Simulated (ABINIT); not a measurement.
# DyO (P-6m2) in ABINIT: single point with PBE+U

Aim: the single point of DyO with PBE+U.

Program: ABINIT 10.8.3 (patched build). These are calculated values, not measurements. Logs are shortened: lines on timing, memory, paths and dates and some standing lists are left out, and cuts for length are marked. The log counts tension as positive stress, the text compression.

## Step 1: The structure

The structure is hexagonal, space group P-6m2 (No. 187). Conventional cell: a = 3.079 Å, b = 3.079 Å, c = 3.005 Å, α = 90.00°, β = 90.00°, γ = 120.00°. Around Dy (site symmetry -6m2) lie 6 O at 2.33 Å. O (site symmetry -6m2) has 6 Dy at 2.33 Å as nearest neighbours.

The cell comes from a database or a generator and needn't be the stable form of this composition.

## Step 2: Single point, PBE+U

Input file run.abi:

```
# Pseudopotentials
pp_dirpath "./"
pseudos "Dy.GGA_PBE-ansatz.xml, O.GGA_PBE-ansatz.xml"

# Structure
acell 3*1.0
rprim
     5.8178578113     0.0000000000     0.0000000000
    -2.9089288962     5.0384126623     0.0000000000
     0.0000000000     0.0000000000     5.6779409772
ntypat 2
znucl 66 8
natom 2
typat 1 2
xred
     0.0000000000     0.0000000000     0.0000000000
     0.6666666667     0.3333333333     0.5000000000

# Plane-wave basis
ecut 435.382180 eV
pawecutdg 32.0
pawxcdev 0

# k points
kptopt 1
ngkpt 7 7 6
nshiftk 1
shiftk 0.0 0.0 0.0

# Exchange and correlation
ixc 11

# Bands and occupations
nband 20
occopt 7
tsmear 0.05 eV

# DFT+U
usepawu 1
lpawu 3 -1
upawu 3.0 0.0 eV
jpawu 0.0 0.0 eV

# SCF cycle
nstep 100
tolvrs 1.0e-9

# Output
iomode 3
prtwf 0
prteig 0
prtebands 0
enunit 2
prtden 1
prtvha 1
prtvclmb 1
prtpot 1
```

Potentials or basis: Ansatz PAW PBE default generated set, frozen core.

The run is started by

```console
$ abinit run.abi > log 2>&1
```

run.abo:

```text
[... set-up lines left out ...]
 ETOT  1  -165.25259546424    -1.653E+02 3.508E+00 5.101E+00
 ETOT  2  -165.92739682730    -6.748E-01 1.280E+00 4.142E+00
 ETOT  3  -165.94109178550    -1.369E-02 2.702E-01 7.986E+00
 ETOT  4  -165.94110454930    -1.276E-05 1.432E-01 1.330E+00
 ETOT  5  -165.93355698355     7.548E-03 5.490E-02 1.197E+00
 ETOT  6  -165.93407647655    -5.195E-04 6.711E-02 9.408E-01
 ETOT  7  -165.95691558600    -2.284E-02 2.536E-02 5.061E-01
 ETOT  8  -165.97534624016    -1.843E-02 3.583E-02 7.053E+00
 ETOT  9  -165.96697743363     8.369E-03 4.855E-02 1.553E+00
 ETOT 10  -165.96468895264     2.288E-03 2.232E-02 6.606E-01
 ETOT 11  -165.96439676425     2.922E-04 4.375E-02 4.138E-01
 ETOT 12  -165.96445661703    -5.985E-05 1.817E-02 9.148E-02
 ETOT 13  -165.96431597441     1.406E-04 3.240E-02 1.288E-01
 ETOT 14  -165.96427217992     4.379E-05 1.123E-02 1.330E-01
 ETOT 15  -165.96414870859     1.235E-04 1.863E-02 5.812E-02
 ETOT 16  -165.96386721227     2.815E-04 5.327E-03 3.221E-02
 ETOT 17  -165.96385621764     1.099E-05 9.248E-03 3.660E-02
 ETOT 18  -165.96387493230    -1.871E-05 2.831E-03 1.330E-02
 ETOT 19  -165.96383774878     3.718E-05 4.208E-03 6.954E-03
 ETOT 20  -165.96382438320     1.337E-05 1.594E-03 5.276E-04
 ETOT 21  -165.96382466118    -2.780E-07 1.860E-03 1.730E-04
 ETOT 22  -165.96382439880     2.624E-07 1.817E-03 1.158E-05
 ETOT 23  -165.96382441612    -1.732E-08 8.101E-04 3.448E-06
 ETOT 24  -165.96382446516    -4.904E-08 1.805E-03 4.210E-08
 ETOT 25  -165.96382447710    -1.194E-08 5.141E-04 3.854E-08
 ETOT 26  -165.96382447735    -2.574E-10 1.750E-03 3.546E-08
 ETOT 27  -165.96382447766    -3.048E-10 4.724E-04 3.550E-08
 ETOT 28  -165.96382447835    -6.952E-10 1.696E-03 3.479E-08
 ETOT 29  -165.96382448032    -1.969E-09 4.330E-04 2.450E-09
 ETOT 30  -165.96382448057    -2.437E-10 1.624E-03 3.430E-10

 At SCF step   30       nres2   =  3.43E-10 < tolvrs=  1.00E-09 =>converged.

 Cartesian components of stress tensor (hartree/bohr^3)
  sigma(1 1)= -8.99935531E-04  sigma(3 2)=  0.00000000E+00
  sigma(2 2)= -8.99935572E-04  sigma(3 1)=  0.00000000E+00
  sigma(3 3)= -9.83219150E-04  sigma(2 1)= -9.02425973E-11

--- !ResultsGS
iteration_state: {dtset: 1, }
comment   : Summary of ground state results
lattice_vectors:
- [  5.8178578,   0.0000000,   0.0000000, ]
- [ -2.9089289,   5.0384127,   0.0000000, ]
- [  0.0000000,   0.0000000,   5.6779410, ]
lattice_lengths: [   5.81786,    5.81786,    5.67794, ]
lattice_angles: [ 90.000,  90.000, 120.000, ] # degrees, (23, 13, 12)
lattice_volume:   1.6643617E+02
convergence: {deltae: -2.437E-10, res2:  3.430E-10, residm:  1.624E-03, diffor: null, }
etotal    :  -1.65963824E+02
entropy   :   0.00000000E+00
fermie    :   4.02013107E-01
cartesian_stress_tensor: # hartree/bohr^3
- [ -8.99935531E-04,  -9.02425973E-11,   0.00000000E+00, ]
- [ -9.02425973E-11,  -8.99935572E-04,   0.00000000E+00, ]
- [  0.00000000E+00,   0.00000000E+00,  -9.83219150E-04, ]
pressure_GPa:   2.7294E+01
xred      :
- [  0.0000E+00,   0.0000E+00,   0.0000E+00, Dy]
- [  6.6667E-01,   3.3333E-01,   5.0000E-01,  O]
cartesian_forces: # hartree/bohr
- [  2.36965976E-26,   1.36812370E-26,  -0.00000000E+00, ]
- [ -2.36965976E-26,  -1.36812370E-26,  -0.00000000E+00, ]
force_length_stats: {min:   2.73624740E-26, max:   2.73624740E-26, mean:   2.73624740E-26, }
...

 Integrated electronic density in atomic spheres:
 ------------------------------------------------
 Atom  Sphere_radius  Integrated_density
    1        2.63806         18.42588574
    2        1.79524          5.80185405

 ---------- DFT+U DATA ---------------------------------------------------

 ====== For Atom     1, occupations for correlated orbitals. lpawu =   3

 == Occupation matrix for correlated orbitals:

 Up component only...
     0.92814    0.00000    0.00000    0.00000    0.00000    0.00000    0.00000
     0.00000    0.42433    0.00000    0.00000    0.00000    0.00000    0.00000
     0.00000    0.00000    0.98730    0.00000    0.00000    0.00000    0.00000
     0.00000    0.00000    0.00000    0.16876    0.00000    0.00000    0.00000
     0.00000    0.00000    0.00000    0.00000    0.98730    0.00000    0.00000
     0.00000    0.00000    0.00000    0.00000    0.00000    0.42433    0.00000
     0.00000    0.00000    0.00000    0.00000    0.00000    0.00000    0.86718

================================================================================

 ----iterations are completed or convergence reached----

 Mean square residual over all n,k,spin=   32.030E-07; max=  16.242E-04
 reduced coordinates (array xred) for    2 atoms
       0.000000000000      0.000000000000      0.000000000000
       0.666666666667      0.333333333333      0.500000000000
 rms dE/dt=  1.9497E-25; max dE/dt=  2.7573E-25; dE/dt below (all hartree)
    1       0.000000000000     -0.000000000000      0.000000000000
    2       0.000000000000     -0.000000000000      0.000000000000

 cartesian coordinates (angstrom) at end:
    1      0.00000000000000     0.00000000000000     0.00000000000000
    2      1.53933888562959     0.88873771940183     1.50231848397408

 cartesian forces (hartree/bohr) at end:
    1      0.00000000000000     0.00000000000000    -0.00000000000000
    2     -0.00000000000000    -0.00000000000000    -0.00000000000000
 frms,max,avg= 1.5797732E-26 2.3696598E-26   0.000E+00  0.000E+00  0.000E+00 h/b

 cartesian forces (eV/Angstrom) at end:
    1      0.00000000000000     0.00000000000000    -0.00000000000000
    2     -0.00000000000000    -0.00000000000000    -0.00000000000000
 frms,max,avg= 8.1235203E-25 1.2185280E-24   0.000E+00  0.000E+00  0.000E+00 e/A
 length scales=  1.000000000000  1.000000000000  1.000000000000 bohr
              =  0.529177210544  0.529177210544  0.529177210544 angstroms
 Fermi (or HOMO) energy (hartree) =   0.40201   Average Vxc (hartree)=  -0.45068
 Eigenvalues (hartree) for nkpt=  32  k points:
 kpt#   1, nband= 20, wtk=  0.00340, kpt=  0.0000  0.0000  0.0000 (reduced coord)
  -1.26240   -0.38548   -0.34916   -0.34916   -0.33632    0.22198    0.22198    0.25187
   0.31985    0.31985    0.35145    0.36628    0.39901    0.39901    0.40535    0.42408
   0.48222    0.60023    0.60023    0.71763
      occupation numbers for kpt#   1
   2.00000    2.00000    2.00000    2.00000    2.00000    2.00000    2.00000    2.00000
   2.00000    2.00000    2.00000    2.00000    1.97920    1.97920    0.01024    0.00000
   0.00000    0.00000    0.00000    0.00000
 prteigrs : prtvol=0 or 1, do not print more k-points.

 Fermi (or HOMO) energy (eV) =  10.93933   Average Vxc (eV)= -12.26370
 Eigenvalues (   eV  ) for nkpt=  32  k points:
 kpt#   1, nband= 20, wtk=  0.00340, kpt=  0.0000  0.0000  0.0000 (reduced coord)
 -34.35161  -10.48955   -9.50123   -9.50123   -9.15185    6.04032    6.04032    6.85365
   8.70366    8.70366    9.56332    9.96700   10.85761   10.85761   11.03011   11.53976
  13.12198   16.33299   16.33299   19.52782
 prteigrs : prtvol=0 or 1, do not print more k-points.

--- !EnergyTerms
iteration_state     : {dtset: 1, }
comment             : Components of total free energy in Hartree
kinetic             :  2.03353086220757E+01
hartree             :  4.54752930497942E+01
xc                  : -9.55981177409996E+00
Ewald energy        : -1.28791011984789E+02
psp_core            :  8.15772941363988E+00
local_psp           : -1.16945101349638E+02
PAW spherical_terms :  1.53642565722061E+01
internal            : -1.65963337450811E+02
'-kT*entropy'       : -4.91711661556749E-04
total_energy        : -1.65963829162473E+02
total_energy_eV     : -4.51610585820205E+03
...

--- !EnergyTermsDC
iteration_state     : {dtset: 1, }
comment             : '"Double-counting" decomposition of free energy'
band_energy         : -6.44096471710517E-01
Ewald energy        : -1.28791011984789E+02
psp_core            :  8.15772941363988E+00
xc_dc               : -4.36718350449212E+01
PAW spherical_terms : -1.01411868112471E+00
internal            : -1.65963332768906E+02
'-kT*entropy'       : -4.91711661556749E-04
total_energy_dc     : -1.65963824480567E+02
total_energy_dc_eV  : -4.51610573080091E+03
...

--- !EnergyTermsWithPAWCore
iteration_state     : {dtset: 1, }
comment             : 'Components of total free energy, including PAW core contributions'
Total energy        : -1.14653075141398E+04
Total energy DC     : -1.14653075094579E+04
Total energy (eV)   : -3.11986911196207E+05
Total energy DC (eV): -3.11986911068805E+05
...

 Cartesian components of stress tensor (hartree/bohr^3)
  sigma(1 1)= -8.99935531E-04  sigma(3 2)=  0.00000000E+00
  sigma(2 2)= -8.99935572E-04  sigma(3 1)=  0.00000000E+00
  sigma(3 3)= -9.83219150E-04  sigma(2 1)= -9.02425973E-11

-Cartesian components of stress tensor (GPa)         [Pressure=  2.7294E+01 GPa]
- sigma(1 1)= -2.64770175E+01  sigma(3 2)=  0.00000000E+00
- sigma(2 2)= -2.64770186E+01  sigma(3 1)=  0.00000000E+00
- sigma(3 3)= -2.89273061E+01  sigma(2 1)= -2.65502888E-06

== END DATASET(S) ==============================================================
================================================================================

 -outvars: echo values of variables after computation  --------
            acell      1.0000000000E+00  1.0000000000E+00  1.0000000000E+00 Bohr
           etotal     -1.6596382448E+02
            fcart      2.3696597596E-26  1.3681236951E-26 -0.0000000000E+00
                      -2.3696597596E-26 -1.3681236951E-26 -0.0000000000E+00
            rprim      5.8178578113E+00  0.0000000000E+00  0.0000000000E+00
                      -2.9089288962E+00  5.0384126623E+00  0.0000000000E+00
                       0.0000000000E+00  0.0000000000E+00  5.6779409772E+00
           strten     -8.9993553147E-04 -8.9993557174E-04 -9.8321914959E-04
                       0.0000000000E+00  0.0000000000E+00 -9.0242597280E-11
           xangst      0.0000000000E+00  0.0000000000E+00  0.0000000000E+00
                       1.5393388856E+00  8.8873771940E-01  1.5023184840E+00
             xred      0.0000000000E+00  0.0000000000E+00  0.0000000000E+00
                       6.6666666667E-01  3.3333333333E-01  5.0000000000E-01
 Calculation completed.
```

It took 60 s on 1 thread of Arm Neoverse V2, shared host; peak memory 0.24 GiB.

What came out:

```
Free energy            : -4516.1057 eV
Pressure               : 27.3 GPa
Band gap on the k mesh : none (metal or under the smearing width)
```

Stress tensor (GPa, compression positive):
```
26.48  0.00  0.00
 0.00 26.48  0.00
 0.00  0.00 28.93
```

Levels at points of the mesh, in eV from the Fermi level:
```csv
k point,band 11,band 12,band 13,band 14,band 15,band 16
"(0.00, 0.00, 0.00)",-1.38,-0.97,-0.08,-0.08,0.09,0.60
"(0.00, 0.00, 0.50)",-0.86,0.01,0.09,0.19,0.19,3.25
```

Eigenvalues of the final occupation matrices:
```csv
site,spin,trace,eigenvalues
atom 1,1,4.79,0.17 0.42 0.42 0.87 0.93 0.99 0.99
```

Caveat: the run has no spin polarisation, though such a crystal can be magnetic; U without spin polarisation on a metal has little footing; the atomic spheres overlap.
